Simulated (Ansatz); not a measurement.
# One shape, several levels: CH6GeSe (SMILES [CH3][GeH2][SeH])

Aim: a comparison of 6 runs (HF/3-21G, HF/def2-TZVP, B3LYP/6-31G*, B3LYP/def2-SVP, CASSCF(2,2)/6-31G**) of CH6GeSe. 

Program for the calculation: Ansatz 0.2.0.

3 further runs of the same task are left out: 1 that didn't finish, 2 set aside as unsound or not needed.

**1. The molecule**

CH6GeSe has 9 atoms, charge 0, and is taken as a singlet. SMILES: `[CH3][GeH2][SeH]`. The shape is that of a PBE0-D4/def2-TZVP optimisation. This is one conformer, not always the lowest.

Bond lengths: C1–Ge2 1.949 Å, Ge2–Se3 2.363 Å, C1–H4 1.090 Å, C1–H5 1.090 Å, C1–H6 1.092 Å, Ge2–H7 1.538 Å, Ge2–H8 1.540 Å, Se3–H9 1.469 Å. Some angles: C1–Ge2–Se3 110.8°, C1–Ge2–H7 111.8°, C1–Ge2–H8 111.0°, Se3–Ge2–H7 103.9°, Se3–Ge2–H8 109.3°, Ge2–C1–H4 110.1°, Ge2–C1–H5 109.8°, Ge2–C1–H6 110.1°, Ge2–Se3–H9 92.9°, H7–Ge2–H8 109.8°.

**2. Energy and forces at HF/3-21G (run 1)**

Contents of in.yaml:

```yaml
crystal:
  periodic: [false, false, false]
  atoms:
    - symbol: C
      position_ang: [-0.889600, 0.553700, -0.701200]
    - symbol: Ge
      position_ang: [0.725100, -0.410300, -0.190600]
    - symbol: Se
      position_ang: [1.291400, 0.035400, 2.060200]
    - symbol: H
      position_ang: [-1.730800, 0.224800, -0.090200]
    - symbol: H
      position_ang: [-0.743100, 1.623400, -0.551700]
    - symbol: H
      position_ang: [-1.122300, 0.366000, -1.751100]
    - symbol: H
      position_ang: [1.951900, 0.071700, -0.982700]
    - symbol: H
      position_ang: [0.545300, -1.927600, -0.379300]
    - symbol: H
      position_ang: [0.060500, -0.583200, 2.569500]
basis:
  gaussian:
    orbitals: 3-21G-spherical.json
hamiltonian:
  xc: hf
accuracy: high
output: {forces: true, orbitals: {seedname: orbitals}}
```

The basis set 3-21G is read from a file made from the Basis Set Exchange's data (not shown).

Launch:

```sh
$ ansatz run in.yaml --threads 1 --pin off --max-ram 2610MiB --events-out events.jsonl --progress --plain --runs-dir runs
```

The program printed:

```text
Warning: RAYON_NUM_THREADS=1 ignored (pool sized by the plan → 1); use --threads N
Functional definition: HF
  name "HF"
  exchange = exact_x
  correlation = 0
1216 factors; integrals over basis functions are off by at most 8.8e-9 eV
mean field evaluation 1: about -122312.8315 eV, gradient 1.9e1 eV
mean field evaluation 2: about -122313.0477 eV, gradient 1.9e1 eV
mean field evaluation 4: about -122314.2470 eV, gradient 1.6e0 eV
mean field evaluation 8: about -122314.2554 eV, gradient 2.3e-4 eV
mean field -122314.25538022 eV, -4494.9659776432 hartree, gradient 1.1e-8 eV, S^2 0.000000; 0 other end points of the search recorded, 0 dependent functions left out
the calculation of the forces begins
reference -122314.25538022 eV, -4494.9659776432 hartree; 39, 39 occupied and 26, 26 virtual orbitals, 1216 factors
Total energy: -122314.25538022 eV, -4494.9659776432 hartree
Atom 0 at    -0.889600     0.553700    -0.701200 Å, force    -0.115301     0.044428    -0.028579 eV/Å
Atom 1 at     0.725100    -0.410300    -0.190600 Å, force     0.093873    -0.221571    -1.007123 eV/Å
Atom 2 at     1.291400     0.035400     2.060200 Å, force     0.148446     0.122582     0.859068 eV/Å
Atom 3 at    -1.730800     0.224800    -0.090200 Å, force     0.117034     0.145153    -0.201250 eV/Å
Atom 4 at    -0.743100     1.623400    -0.551700 Å, force    -0.130685    -0.236835    -0.080563 eV/Å
Atom 5 at    -1.122300     0.366000    -1.751100 Å, force    -0.020775     0.107877     0.258968 eV/Å
Atom 6 at     1.951900     0.071700    -0.982700 Å, force    -0.056342    -0.015212    -0.020949 eV/Å
Atom 7 at     0.545300    -1.927600    -0.379300 Å, force    -0.021139     0.040451    -0.006779 eV/Å
Atom 8 at     0.060500    -0.583200     2.569500 Å, force    -0.015110     0.013127     0.227205 eV/Å
Dipole moment:    -0.349739    -0.065497    -0.360719 e Å
```

It took 2.5 s on 1 thread of Arm Neoverse V1, shared host.

**3. Energy and gradient at HF/def2-TZVP (run 2)**

Contents of job.yaml:

```yaml
crystal:
  periodic: [false, false, false]
  atoms:
    - {symbol: C, position_ang: [-0.889600, 0.553700, -0.701200]}
    - {symbol: Ge, position_ang: [0.725100, -0.410300, -0.190600]}
    - {symbol: Se, position_ang: [1.291400, 0.035400, 2.060200]}
    - {symbol: H, position_ang: [-1.730800, 0.224800, -0.090200]}
    - {symbol: H, position_ang: [-0.743100, 1.623400, -0.551700]}
    - {symbol: H, position_ang: [-1.122300, 0.366000, -1.751100]}
    - {symbol: H, position_ang: [1.951900, 0.071700, -0.982700]}
    - {symbol: H, position_ang: [0.545300, -1.927600, -0.379300]}
    - {symbol: H, position_ang: [0.060500, -0.583200, 2.569500]}
basis:
  gaussian:
    orbitals: def2-TZVP
hamiltonian:
  xc: hf
accuracy: high
output:
  forces: true
  orbitals: {seedname: orbitals}
```

Launch:

```sh
$ ansatz run job.yaml --threads 1 --pin off --max-ram 2610MiB --events-out events.jsonl --progress --plain --runs-dir runs
```

The program printed, cut to the lines that bear on the results:

```text
Warning: RAYON_NUM_THREADS=1 ignored (pool sized by the plan → 1); use --threads N
[... 2 set-up lines as earlier in the session ...]
[...]
2833 factors; integrals over basis functions are off by at most 6.3e-9 eV
[...]
mean field -122903.41101993 eV, -4516.6170480582 hartree, gradient 4.1e-8 eV, S^2 0.000000; 0 other end points of the search recorded, 0 dependent functions left out
[...]
reference -122903.41101993 eV, -4516.6170480582 hartree; 39, 39 occupied and 124, 124 virtual orbitals, 2833 factors
Total energy: -122903.41101993 eV, -4516.6170480582 hartree
Atom 0 at    -0.889600     0.553700    -0.701200 Å, force    -0.279882     0.166332    -0.088118 eV/Å
Atom 1 at     0.725100    -0.410300    -0.190600 Å, force     0.211917    -0.104438    -0.186955 eV/Å
Atom 2 at     1.291400     0.035400     2.060200 Å, force    -0.284920    -0.155334     0.246123 eV/Å
Atom 3 at    -1.730800     0.224800    -0.090200 Å, force     0.178429     0.103973    -0.171186 eV/Å
Atom 4 at    -0.743100     1.623400    -0.551700 Å, force    -0.076754    -0.259569    -0.059139 eV/Å
Atom 5 at    -1.122300     0.366000    -1.751100 Å, force     0.027602     0.068690     0.259285 eV/Å
Atom 6 at     1.951900     0.071700    -0.982700 Å, force    -0.049388    -0.025266    -0.017559 eV/Å
Atom 7 at     0.545300    -1.927600    -0.379300 Å, force     0.004686     0.061644     0.012926 eV/Å
Atom 8 at     0.060500    -0.583200     2.569500 Å, force     0.268310     0.143967     0.004624 eV/Å
Dipole moment:    -0.296389    -0.028267    -0.277808 e Å
```

Wall time 26 s (1 thread of Arm Neoverse V1, shared host); peak memory 0.69 GiB.

Run 3 isn't shown in full; the table further down has it.

**4. Energy and forces at B3LYP/6-31G(d) (Cartesian functions) (run 4)**

job.yaml: that of step 3 with these lines changed.

```diff
@@ -14,8 +14,6 @@
   gaussian:
-    orbitals: def2-TZVP
+    orbitals: "6-31G*"
 hamiltonian:
-  xc: hf
+  xc: {name: B3LYP}
 accuracy: high
-output:
-  forces: true
-  orbitals: {seedname: orbitals}
+output: {forces: true, orbitals: {seedname: orbitals}}
```

Launch:

```sh
$ ansatz run job.yaml --threads 1 --pin off --max-ram 2610MiB --events-out events.jsonl --progress --plain --runs-dir runs
```

The program printed, cut to the lines that bear on the results:

```text
Warning: RAYON_NUM_THREADS=1 ignored (pool sized by the plan → 1); use --threads N
Functional definition: B3LYP
  name "B3LYP"
[...]
1959 factors; integrals over basis functions are off by at most 6.1e-9 eV
[...]
mean field -122990.16595024 eV, -4519.8052329425 hartree, gradient 6.5e-8 eV, S^2 0.000000; 0 other end points of the search recorded, 0 dependent functions left out
[...]
reference -122990.16599052 eV, -4519.8052344227 hartree; 39, 39 occupied and 58, 58 virtual orbitals, 1959 factors
Total energy: -122990.16599052 eV, -4519.8052344227 hartree
Atom 0 at    -0.889600     0.553700    -0.701200 Å, force    -0.144007     0.082970    -0.066515 eV/Å
Atom 1 at     0.725100    -0.410300    -0.190600 Å, force     0.049964    -0.085690    -0.173822 eV/Å
Atom 2 at     1.291400     0.035400     2.060200 Å, force     0.374571     0.189332     0.287323 eV/Å
Atom 3 at    -1.730800     0.224800    -0.090200 Å, force    -0.089771    -0.025198     0.047684 eV/Å
Atom 4 at    -0.743100     1.623400    -0.551700 Å, force     0.001966     0.097995     0.004965 eV/Å
Atom 5 at    -1.122300     0.366000    -1.751100 Å, force    -0.031661    -0.012116    -0.106531 eV/Å
Atom 6 at     1.951900     0.071700    -0.982700 Å, force     0.103510     0.024897    -0.082080 eV/Å
Atom 7 at     0.545300    -1.927600    -0.379300 Å, force    -0.007068    -0.143178    -0.036681 eV/Å
Atom 8 at     0.060500    -0.583200     2.569500 Å, force    -0.257502    -0.129011     0.125656 eV/Å
Dipole moment:    -0.318962    -0.023818    -0.275101 e Å
```

Run time: 18 s. Hardware: 1 thread of Arm Neoverse V1, shared host; peak memory 0.38 GiB.

Run 5 isn't shown in full; the table further down has it.

**5. The energy at CASSCF(2,2)/6-31G(d,p) (density fitting with def2-universal-jkfit, def2-SVP-rifit for correlation, Cartesian functions) (run 6)**

Contents of input.yaml:

```yaml
crystal:
  periodic: [false, false, false]
  atoms:
    - {symbol: C, position_ang: [-0.889600, 0.553700, -0.701200]}
    - {symbol: Ge, position_ang: [0.725100, -0.410300, -0.190600]}
    - {symbol: Se, position_ang: [1.291400, 0.035400, 2.060200]}
    - {symbol: H, position_ang: [-1.730800, 0.224800, -0.090200]}
    - {symbol: H, position_ang: [-0.743100, 1.623400, -0.551700]}
    - {symbol: H, position_ang: [-1.122300, 0.366000, -1.751100]}
    - {symbol: H, position_ang: [1.951900, 0.071700, -0.982700]}
    - {symbol: H, position_ang: [0.545300, -1.927600, -0.379300]}
    - {symbol: H, position_ang: [0.060500, -0.583200, 2.569500]}
basis:
  gaussian:
    orbitals: 6-31G_st__st_.json
    fitting: {mean_field: def2-universal-jkfit, correlation: def2-SVP-rifit.json}
scf: {lower_state_search: light}
correlation:
  active_space: {window: {electrons: 2, orbitals: 2}}
```

The basis set 6-31G** is read from a file made from the Basis Set Exchange's data (not shown).

Launch:

```sh
$ ansatz run input.yaml --threads 1 --pin off --max-ram 2610MiB --events-out events.jsonl --progress --plain --runs-dir runs
```

The program printed:

```text
Warning: RAYON_NUM_THREADS=1 ignored (pool sized by the plan → 1); use --threads N
[... 4 set-up lines as earlier in the session ...]
715 factors; integrals over basis functions are off by at most 3.2e-1 eV
mean field evaluation 1: about -122885.5094 eV, gradient 2.1e1 eV
mean field evaluation 2: about -122886.7870 eV, gradient 8.5e0 eV
mean field evaluation 4: about -122886.9755 eV, gradient 7.3e-1 eV
mean field -122886.97522679 eV, -4516.0130438011 hartree, gradient 9.1e-7 eV, S^2 0.000000; 0 other end points of the search recorded, 0 dependent functions left out
reference -122886.97522679 eV, -4516.0130438011 hartree; 39, 39 occupied and 76, 76 virtual orbitals, 715 factors
state -122887.38999434 eV, -4516.0282862273 hartree
2 active orbitals were swapped for others, from the solution at -122887.34223755 eV, -4516.0265311977 hartree to that at -122887.38999434 eV, -4516.0282862273 hartree; typed "places" are swapped only where nearly empty or full, and so, without "given_window_search", are "orbital_numbers", "shells" and a window whose orbitals a file names under [Active]
Total energy: -122887.38999434 eV, -4516.0282862273 hartree
```

Wall time 24 s (1 thread of Arm Neoverse V1, shared host).

**6. The series**

```csv
run,level,Cartesian functions,task,energy (Eh),dipole moment (D),HOMO energy (eV),LUMO energy (eV),wall time
1,HF/3-21G,no,gradient,-4494.965978,2.43,-9.29,3.62,2.5 s
2,HF/def2-TZVP,no,gradient,-4516.617048,1.96,-9.37,3.17,26 s
3,B3LYP/6-31G* (spherical functions),no,gradient,-4519.791897,2.04,-6.36,-0.06,17 s
4,B3LYP/6-31G* (Cartesian functions),yes,gradient,-4519.805234,2.03,-6.37,-0.09,18 s
5,B3LYP/def2-SVP,no,gradient,-4519.795585,1.75,-6.37,0.13,19 s
6,"CASSCF(2,2)/6-31G** (density fitting with def2-universal-jkfit, def2-SVP-rifit for correlation, Cartesian functions)",yes,energy,-4516.028286,–,–,–,24 s
```

**7. Results**

| quantity | value |
| --- | --- |
| run 6: total energy | -4516.02829 Eh |

**Reading.** Over runs 1, 2, 3, 4, 5 the dipole moment (its size) runs from 1.75 D (B3LYP/def2-SVP) to 2.43 D (HF/3-21G). The two ends differ in method and basis. Over runs 1, 2, 3, 4, 5 the HOMO–LUMO gap runs from 6.28 eV (B3LYP/6-31G*) to 12.91 eV (HF/3-21G). All runs together took 1.8 min, the longest 26 s.
